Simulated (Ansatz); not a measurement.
# B3Cl2: the cost of one run

Program: Ansatz 0.2.0. Level of theory: DFT PBE, scalar-relativistic, plane waves, PAW. These are calculated values, not measurements.

1 further run of the same task is left out (it didn't finish).

## Step 1: Starting point

Symmetry: Amm2, No. 38, orthorhombic system. Conventional cell: a = 4.595 Å, b = 5.093 Å, c = 6.827 Å, α = 90.00°, β = 90.00°, γ = 90.00°. Around B (site symmetry m) lie 1 B at 1.69 Å and 2 Cl at 1.82 Å. Around B (site symmetry mm2) lie 2 Cl at 2.41 Å. Cl (site symmetry m) is surrounded by 2 B at 1.82 Å.

Coordinates:

```xyz
5
Lattice="4.5949 0.0000 0.0000 0.0000 2.5467 3.4134 0.0000 -2.5467 3.4134" Properties=species:S:1:pos:R:3 pbc="T T T"
B     0.0000   -0.8445    4.5512
B     0.0000    0.8445    4.5512
B     2.2975    0.0000    1.3033
Cl    1.1369    0.0000    3.4134
Cl    3.4581    0.0000    3.4134
```

This is candidate A: random cell with space group Amm2 (No. 38).

## Step 2: Coarse relaxation (candidate A)

input.yaml

```yaml
crystal:
  lattice:
    - [4.5949288606, 0.0, 0.0]
    - [0.0, 2.5466957394, 3.4134202684]
    - [0.0, -2.5466957394, 3.4134202684]
  atoms:
    - { symbol: B, position: [0.0, 0.5008549028, 0.8324784306] }
    - { symbol: B, position: [0.0, 0.8324784306, 0.5008549028] }
    - { symbol: B, position: [0.5, 0.1909122542, 0.1909122542] }
    - { symbol: Cl, position: [0.2474168454, 0.5, 0.5] }
    - { symbol: Cl, position: [0.7525831546, 0.5, 0.5] }
basis:
  ecutwfc: 420
kpoints:
  mp_grid: { grid: [4, 4, 4] }
hamiltonian:
  xc: pbe
scf:
  occupations: { method: gaussian, width: 0.1 }
  lower_state_search: "off"
output:
  forces: true
  stress: true
  eigenvalues: true
relax:
  adjacent_minimum: "off"
  f_tol: 0.04
  max_steps: 70
  cell: { stress_tol: 0.4 }
```

Started as:

```
$ ansatz run input.yaml --threads 1 --pin off --max-ram 2560MiB --backend cpu --events-out ev --progress --plain --runs-dir out
```

Q: Estimate wall time and peak memory on 1 thread of Intel Xeon at 2.70GHz, shared host.

About 3.4 min, with a peak of 0.41 GiB.
